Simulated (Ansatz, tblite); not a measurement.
**C₄₀H₂₆N₈: a ladder of methods and basis sets**

How do method and basis change the picture of C₄₀H₂₆N₈ (singlet)?

Computed with Ansatz 0.2.0, Gaussian basis. Level: as each input shows.

Levels to be run: GFN1-xTB, GFN2-xTB, PBE-D4/def2-SVP, r2SCAN-D4/def2-SVP.

1 further run of the same task is left out (set aside as unsound or not needed).

## Step 1: The relaxed structure

The singlet was relaxed beforehand with PBE-D4/def2-SVP.

SMILES `c1ccc(-c2ccc(-c3ccc(-c4ccc(-c5ccc(-c6ccc(-c7ccc(-c8cccnc8)nc7)nc6)nc5)nc4)nc3)nc2)nc1`, 74 atoms, charge 0, spin multiplicity 1.

Bond lengths: C1–C2 1.402 Å, C1–C48 1.406 Å, C1–H49 1.100 Å, C2–C3 1.399 Å, C2–H50 1.101 Å, C3–C4 1.415 Å, C3–H51 1.099 Å, C4–C5 1.484 Å, C4–N47 1.352 Å, C5–C6 1.410 Å, C5–C46 1.417 Å, C6–C7 1.396 Å, C6–H52 1.100 Å, C7–C8 1.414 Å, C7–H53 1.099 Å, C8–C9 1.481 Å, C8–N45 1.354 Å, C9–C10 1.412 Å and more. Angles: C2–C1–C48 117.8°, C2–C1–H49 121.5°, C48–C1–H49 120.7°, C1–C2–C3 119.0°, C1–C2–H50 120.8°, C3–C2–H50 120.2°, C2–C3–C4 119.2°, C2–C3–H51 119.8°, C4–C3–H51 121.0°, C3–C4–C5 122.3°, C3–C4–N47 121.4°, C5–C4–N47 116.3°, C4–C5–C6 123.9°, C4–C5–C46 120.0°, C6–C5–C46 116.2°, C5–C6–C7 119.9°, C5–C6–H52 121.0°, C7–C6–H52 119.0° and more.

PBE0-D4/def2-SVP was run before; its log isn't repeated, and its numbers join the tables.

## Step 2: GFN1-xTB

Tight binding, by tblite at 300 K electronic temperature and without a spin-polarisation term:

```python
tblite.interface.Calculator('GFN1-xTB', numbers, positions, charge=0, uhf=0).singlepoint()
```

Energy -3373.7949 eV, HOMO -11.17 eV, LUMO -9.02 eV; 0.33 s.

## Step 3: GFN2-xTB

Tight binding, by tblite at 300 K electronic temperature and without a spin-polarisation term:

```python
tblite.interface.Calculator('GFN2-xTB', numbers, positions, charge=0, uhf=0).singlepoint()
```

Energy -3326.3526 eV, HOMO -9.88 eV, LUMO -8.23 eV; 0.3 s.

## Step 4: PBE-D4/def2-SVP

start.molden holds the orbitals of an earlier run on this state, given as this run's starting guess.

The input, in.yaml:

```yaml
crystal:
  periodic: [false, false, false]
  atoms:
    - {symbol: C, position_ang: [16.174218, -0.304760, 0.050565]}
    - {symbol: C, position_ang: [15.620306, 0.603764, -0.862062]}
    - {symbol: C, position_ang: [14.228179, 0.714463, -0.949576]}
    - {symbol: C, position_ang: [13.417656, -0.091301, -0.116116]}
    - {symbol: C, position_ang: [11.935301, -0.032450, -0.153670]}
    - {symbol: C, position_ang: [11.205018, 0.882573, -0.939296]}
    - {symbol: C, position_ang: [9.809829, 0.860408, -0.917857]}
    - {symbol: C, position_ang: [9.143718, -0.083986, -0.103171]}
    - {symbol: C, position_ang: [7.667692, -0.177732, -0.027084]}
    - {symbol: C, position_ang: [7.060687, -1.140976, 0.807682]}
    - {symbol: C, position_ang: [5.671787, -1.225625, 0.873449]}
    - {symbol: C, position_ang: [4.883388, -0.340665, 0.100094]}
    - {symbol: C, position_ang: [3.403606, -0.367580, 0.115100]}
    - {symbol: C, position_ang: [2.642161, -1.201869, 0.960793]}
    - {symbol: C, position_ang: [1.248585, -1.158799, 0.908629]}
    - {symbol: C, position_ang: [0.614963, -0.274165, 0.004805]}
    - {symbol: C, position_ang: [-0.856909, -0.160618, -0.105179]}
    - {symbol: C, position_ang: [-1.432784, 0.640749, -1.114995]}
    - {symbol: C, position_ang: [-2.818442, 0.746997, -1.209322]}
    - {symbol: C, position_ang: [-3.633763, 0.050876, -0.285343]}
    - {symbol: C, position_ang: [-5.111663, 0.122297, -0.315043]}
    - {symbol: C, position_ang: [-5.846687, 0.738949, -1.349482]}
    - {symbol: C, position_ang: [-7.240014, 0.774550, -1.286532]}
    - {symbol: C, position_ang: [-7.900091, 0.186951, -0.181939]}
    - {symbol: C, position_ang: [-9.373296, 0.192754, -0.033527]}
    - {symbol: C, position_ang: [-9.968767, -0.306504, 1.145028]}
    - {symbol: C, position_ang: [-11.354529, -0.283201, 1.285370]}
    - {symbol: C, position_ang: [-12.151490, 0.245544, 0.242626]}
    - {symbol: C, position_ang: [-13.630799, 0.323710, 0.327842]}
    - {symbol: C, position_ang: [-14.358934, -0.015904, 1.487434]}
    - {symbol: C, position_ang: [-15.753672, 0.091059, 1.477811]}
    - {symbol: C, position_ang: [-16.384891, 0.537262, 0.305252]}
    - {symbol: N, position_ang: [-15.715843, 0.868015, -0.811510]}
    - {symbol: C, position_ang: [-14.381416, 0.761984, -0.791732]}
    - {symbol: N, position_ang: [-11.585936, 0.706529, -0.895970]}
    - {symbol: C, position_ang: [-10.260124, 0.677381, -1.023893]}
    - {symbol: N, position_ang: [-7.199837, -0.409693, 0.811747]}
    - {symbol: C, position_ang: [-5.870363, -0.440348, 0.742658]}
    - {symbol: N, position_ang: [-3.085864, -0.708299, 0.691447]}
    - {symbol: C, position_ang: [-1.759961, -0.805979, 0.772684]}
    - {symbol: N, position_ang: [1.340333, 0.521400, -0.816730]}
    - {symbol: C, position_ang: [2.669857, 0.474973, -0.758638]}
    - {symbol: N, position_ang: [5.461295, 0.581430, -0.704001]}
    - {symbol: C, position_ang: [6.789858, 0.654948, -0.761133]}
    - {symbol: N, position_ang: [9.839820, -0.960305, 0.658189]}
    - {symbol: C, position_ang: [11.171237, -0.931517, 0.631552]}
    - {symbol: N, position_ang: [13.960351, -0.967985, 0.759116]}
    - {symbol: C, position_ang: [15.290679, -1.066445, 0.834565]}
    - {symbol: H, position_ang: [17.262650, -0.424861, 0.154439]}
    - {symbol: H, position_ang: [16.266835, 1.222679, -1.503028]}
    - {symbol: H, position_ang: [13.779620, 1.417083, -1.665774]}
    - {symbol: H, position_ang: [11.717731, 1.622876, -1.570995]}
    - {symbol: H, position_ang: [9.246278, 1.577524, -1.530707]}
    - {symbol: H, position_ang: [7.715044, -1.807583, 1.387856]}
    - {symbol: H, position_ang: [5.204860, -1.982302, 1.519483]}
    - {symbol: H, position_ang: [3.130096, -1.887713, 1.669244]}
    - {symbol: H, position_ang: [0.659876, -1.815793, 1.564715]}
    - {symbol: H, position_ang: [-0.757454, 1.168088, -1.804078]}
    - {symbol: H, position_ang: [-3.263860, 1.379976, -1.989747]}
    - {symbol: H, position_ang: [-5.336722, 1.191113, -2.213297]}
    - {symbol: H, position_ang: [-7.807868, 1.261820, -2.091667]}
    - {symbol: H, position_ang: [-9.308397, -0.706368, 1.928138]}
    - {symbol: H, position_ang: [-11.813110, -0.677784, 2.202920]}
    - {symbol: H, position_ang: [-13.845512, -0.354080, 2.399771]}
    - {symbol: H, position_ang: [-16.346069, -0.164264, 2.369371]}
    - {symbol: H, position_ang: [-17.485210, 0.634407, 0.267945]}
    - {symbol: H, position_ang: [-13.833470, 1.035359, -1.708770]}
    - {symbol: H, position_ang: [-9.870929, 1.060265, -1.984031]}
    - {symbol: H, position_ang: [-5.326416, -0.933465, 1.565792]}
    - {symbol: H, position_ang: [-1.382871, -1.432597, 1.600386]}
    - {symbol: H, position_ang: [3.234811, 1.136433, -1.436846]}
    - {symbol: H, position_ang: [7.189487, 1.429567, -1.439270]}
    - {symbol: H, position_ang: [11.711094, -1.656995, 1.262610]}
    - {symbol: H, position_ang: [15.685015, -1.796260, 1.564932]}
basis:
  gaussian: {orbitals: def2-SVP, fitting: {mean_field: def2-universal-jkfit}, initial_orbitals: start.molden}
hamiltonian: {xc: pbe, dispersion: d4}
scf: {omitted_lower_state_checks: [starts]}
output: {orbitals: {seedname: orbitals}}
```

The run is started by

```bash
$ ansatz run in.yaml --threads 4 --pin off --events-out ev --progress --plain --max-ram 66560MiB --backend cuda --devices 0, --max-vram 37GiB
```

Further steps of the session: r2SCAN-D4/def2-SVP.

**Question.** What will the summary of the whole plan be? Wanted: gap in def2-SVP, named functionals, smallest and largest; binding an atom, functionals in def2-SVP.

As calculated:

| quantity | value |
| --- | --- |
| gap in def2-SVP, named functionals, smallest and largest | 2.14 eV (PBE-D4), 3.59 eV (PBE0-D4) |
| binding an atom, functionals in def2-SVP | 5.46 (r2SCAN-D4) to 5.70 eV (PBE-D4) |

**Reading.** Over the named functionals in def2-SVP the gap runs from 2.14 eV (PBE-D4) to 3.59 eV (PBE0-D4); exact exchange widens it.
